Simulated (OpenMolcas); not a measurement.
**CdH2SO (SMILES [OH][Cd][SH]): CCSD/ANO-RCC-VDZP (DKH8, electric field 0.02 a.u., field axis x)**

Aim: a single-point energy of CdH2SO. 

The calculation is run with OpenMolcas 26.06.

3 further runs of the same task are left out: 3 set aside as unsound or not needed.

### Step 1. The structure to begin with

CdH2SO has 5 atoms, charge 0, and is taken as a singlet. As SMILES, `[OH][Cd][SH]`. The shape comes from GFN2-xTB, which is rough for such elements, and wasn't checked as a minimum.

Bond lengths: O1–Cd2 1.951 Å, Cd2–S3 2.357 Å, O1–H4 0.961 Å, S3–H5 1.332 Å. Angles: O1–Cd2–S3 112.3°, Cd2–O1–H4 118.5°, Cd2–S3–H5 85.8°.

### Step 2. The energy at CCSD/ANO-RCC-VDZP (DKH8, electric field 0.02 a.u., field axis x)

File calc.inp:

```
* CdH2OS CCSD

&gateway
  xbas
  O.ANO-RCC-VDZP
  Cd.ANO-RCC-VDZP
  S.ANO-RCC-VDZP
  H.ANO-RCC-VDZP
  End of Basis
  zmat
  O1
  Cd2 1 1.950952
  S3 2 2.357486 1 112.30282
  H4 1 0.960504 2 118.51243 3 -178.11601
  H5 3 1.331543 2 85.81078 1 -0.02399
  End of ZMAT

&seward
  relativistic=R08O02
  expert

&ffpt
  dipole
  X -0.02

&scf
  prorbitals=1 1

&rasscf
  fileorb=$Project.ScfOrb
  spin=1
  nactel=0 0 0
  inactive=37
  ras2=0
  outorbitals=Canonical
  orblisting=Nothing

&motra
  jobiph
  frozen=20

&ccsdt
  ccsd
  iterations=50
  extrapolation=5 4
```

Command:

```bash
$ export MOLCAS_MEM=1860
$ pymolcas calc.inp > calc.log
```

Log:

```text
--- Start Module: gateway ---
[...]
--- Stop Module: gateway /rc=_RC_ALL_IS_WELL_ ---
[...]
 ###    WARNING:  EXPERT option is ON!                                       ###
 ###############################################################################
               SEWARD will generate:
[...]
      Basis functions           85
[...]
       Convergence after  13 Iterations
[...]
::    Total SCF energy                              -6066.1170990717
[...]
      Total spin, S                                     0.0000000000
[...]
      Number of active orbitals                  0
[...]
      Spin quantum number                      0.0
[...]
      Active orbitals                            0
[...]
      Number of CSFs                             1
[...]
      Number of root(s) required                 1
[...]
      Convergence after  4 iterations
[...]
      Natural orbitals and occupation numbers for root  1
      ************************************************************************************************************************
      *                                                    Final results                                                     *
      ************************************************************************************************************************
[...]
::    RASSCF root number  1 Total energy:  -6066.11709907
[...]
      Total electronic charge=   74.000000
      Total            charge=   -0.000000
[...]
      Dipole Moment (debye):
      Origin of the operator (angstrom)=    0.4363    0.0002    1.9180
                   X= -2.3482E+00               Y=  4.2224E-02               Z=  1.9752E+00           Total=  3.0688E+00
      Quadrupole Moment (debye*angstrom):
[...]
--- Start Module: motra ---
[...]
      *** WARNING: Default frozen orbitals is overwritten by user input.
      *** Default values:  24
[...]
--- Stop Module: motra /rc=_RC_ALL_IS_WELL_ ---
--- Start Module: ccsdt ---
[...]
      Convergence after                    19  Iterations
      Total energy (diff) :   -6066.88353764       0.00000009
[...]
--- Stop Module: ccsdt /rc=_RC_ALL_IS_WELL_ ---
[...]
```

Run time: 52 s. Hardware: 1 thread of Arm Neoverse V1, shared host; peak memory 0.52 GiB.

### Step 3. Results

Level: CCSD/ANO-RCC-VDZP (DKH8, electric field 0.02 a.u., field axis x), 20 core orbitals frozen.

| quantity | value |
| --- | --- |
| total energy | -6066.88354 Eh |
| dipole moment (mean-field density) | 3.07 D |
| HOMO–LUMO gap (Hartree–Fock orbitals) | 7.31 eV |
| correlation energy (20 core orbitals frozen) | -766.4 mEh |
